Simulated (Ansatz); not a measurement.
# CH2AlFSe: how energies converge with the basis set

How large a basis does CH2AlFSe need? Two functionals are run in growing sets.

Computed with Ansatz 0.2.0, Gaussian basis. Level: one geometry, several basis sets.

Plan: PBE0-D4/def2-SVP; ωB97M-V/def2-SVP; PBE0-D4/def2-QZVPP; ωB97M-V/def2-QZVPP; the functionals' def2-TZVPP values are taken from earlier runs.

### 1 The relaxed structure

All runs share one geometry, relaxed beforehand with PBE0-D4 in a triple-zeta def2 set.

6 atoms, charge 0, spin multiplicity 1.

Atoms are counted from 1 here; the program's logs count them from 0.

Bond lengths: F1–C2 1.303 Å, C2–Al3 1.967 Å, C2–Se4 1.787 Å, Al3–Se4 2.601 Å, Al3–H5 1.580 Å, Al3–H6 1.580 Å. Angles: F1–C2–Al3 149.8°, F1–C2–Se4 122.6°, Al3–C2–Se4 87.6°, C2–Al3–Se4 43.3°, C2–Al3–H5 116.7°, C2–Al3–H6 116.6°, Se4–Al3–H5 112.8°, Se4–Al3–H6 112.8°, H5–Al3–H6 125.6°, C2–Se4–Al3 49.1°.

### 2 PBE0-D4 in def2-SVP

File in.yaml:

```yaml
crystal:
  periodic: [false, false, false]
  atoms:
    - {symbol: F, position_ang: [0.189361, -2.313209, 0.101720]}
    - {symbol: C, position_ang: [-0.117437, -1.056066, -0.053604]}
    - {symbol: Al, position_ang: [0.350038, 0.844700, 0.140389]}
    - {symbol: Se, position_ang: [-1.665154, -0.524914, -0.770936]}
    - {symbol: H, position_ang: [1.229692, 1.479203, -1.008451]}
    - {symbol: H, position_ang: [0.055599, 1.506285, 1.544684]}
basis:
  gaussian: {orbitals: def2-SVP}
hamiltonian: {xc: pbe0, dispersion: d4}
output: {orbitals: {seedname: orbitals}}
```

Run with:

```console
> ansatz run in.yaml --threads 2 --pin off --events-out ev --progress --plain --max-ram 4352MiB
```

Further steps of the session: ωB97M-V in def2-SVP; PBE0-D4 in def2-QZVPP; ωB97M-V in def2-QZVPP.

Before running them: what should the planned runs give, taken together? Wanted: PBE0-D4: double and triple zeta above quadruple; ωB97M-V: double and triple zeta above quadruple.

**Answer**, as computed:

| quantity | value |
| --- | --- |
| PBE0-D4: double and triple zeta above quadruple | 16.62, 1.77 eV |
| ωB97M-V: double and triple zeta above quadruple | 16.62, 1.71 eV |

In words: For PBE0-D4 the step from double to triple zeta gains 14.85 eV and the next only 1.77 eV. Total energies overstate the basis error of differences, where much of it tends to cancel.
